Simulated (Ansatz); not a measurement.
# ClH4O2PSi: the cost of one run

Method: RKS BLYP/def2-SVP, in Ansatz 0.2.0.

## (1) The system as given

Bond lengths: O1–P2 1.581 Å, P2–Si3 2.237 Å, Si3–O4 1.669 Å, Si3–Cl5 2.012 Å, O1–H6 1.055 Å, P2–H7 1.446 Å, Si3–H8 1.510 Å, O4–H9 1.000 Å. Angles: O1–P2–Si3 99.7°, O1–P2–H7 97.2°, Si3–P2–H7 97.3°, P2–O1–H6 111.1°, P2–Si3–O4 102.2°, P2–Si3–Cl5 109.4°, P2–Si3–H8 112.0°, O4–Si3–Cl5 109.8°, O4–Si3–H8 109.6°, Cl5–Si3–H8 113.2°, Si3–O4–H9 114.1°.

Coordinates:

```xyz
9

O    -0.1118    1.7805   -0.1574
P     0.6235    0.7127   -1.0614
Si   -0.0669   -1.1656   -0.0606
O    -0.0248   -0.7410    1.5532
Cl   -1.9607   -1.5606   -0.6119
H    -0.9077    2.2355   -0.6788
H     1.9180    0.7955   -0.4233
H     0.8772   -2.3184   -0.3070
H    -0.2583    0.2152    1.7301
```

## (2) End point A

The input, input.yaml:

```yaml
crystal:
  periodic: [false, false, false]
  atoms:
    - { symbol: O, position_ang: [-0.1118, 1.7805, -0.1574] }
    - { symbol: P, position_ang: [0.6235, 0.7127, -1.0614] }
    - { symbol: Si, position_ang: [-0.0669, -1.1656, -0.0606] }
    - { symbol: O, position_ang: [-0.0248, -0.741, 1.5532] }
    - { symbol: Cl, position_ang: [-1.9607, -1.5606, -0.6119] }
    - { symbol: H, position_ang: [-0.9077, 2.2355, -0.6788] }
    - { symbol: H, position_ang: [1.918, 0.7955, -0.4233] }
    - { symbol: H, position_ang: [0.8772, -2.3184, -0.307] }
    - { symbol: H, position_ang: [-0.2583, 0.2152, 1.7301] }
basis:
  gaussian: { orbitals: def2-SVP }
hamiltonian:
  xc: blyp
relax:
  f_tol: 0.02
  max_steps: 50
```

Command:

```sh
$ ansatz run input.yaml --threads 2 --pin off --max-ram 3072MiB --backend cpu --events-out ev --progress --plain --runs-dir out
```

What time and memory should one allow on 2 threads of Arm Neoverse V2, shared host?

About 34 s, with a peak of 0.15 GiB.
